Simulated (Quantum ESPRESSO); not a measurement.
Crystal: NbTe.

```
CELL_PARAMETERS angstrom
3.42570 0.00000 0.00000
0.00000 3.42570 0.00000
0.00000 0.00000 3.42570
ATOMIC_POSITIONS crystal
Nb 0.50000 0.50000 0.50000
Te 0.00000 0.00000 0.00000
```

The cell was built by a generator and needn't be a form met in nature.

```yaml
Program: Quantum ESPRESSO 7.5
Task: phonons
Functional: rev-vdW-DF2
Potentials_or_basis: GBRV 1.5 PBE
Cutoff: 612 eV
Density_cutoff: 4898 eV
k_mesh: 8 × 8 × 8
Occupations: cold, width 0.2 eV
Spin: no spin polarisation
Mixing_beta: 0.5
Most_SCF_iterations: 120
SCF_threshold: 4e-10 Ry
```

The cell and the atoms were relaxed first, to 20.04 Å³/atom (a = 3.422 Å, b = 3.422 Å, c = 3.422 Å, α = 90.00°, β = 90.00°, γ = 90.00°), and the response was taken there.

Problem. What is the highest optical frequency at the zone centre?

Solution. 140 cm⁻¹, a mode of symmetry T1u (IR).

Optical modes at Γ, degenerate ones joined:
| cm⁻¹ | components | symmetry | active in |
| --- | --- | --- | --- |
| 140 | 3 | T1u | IR |

Caveat: the mesh is thin for the phonons of a metal; the potentials were made for another functional, which shifts forces and pressure.
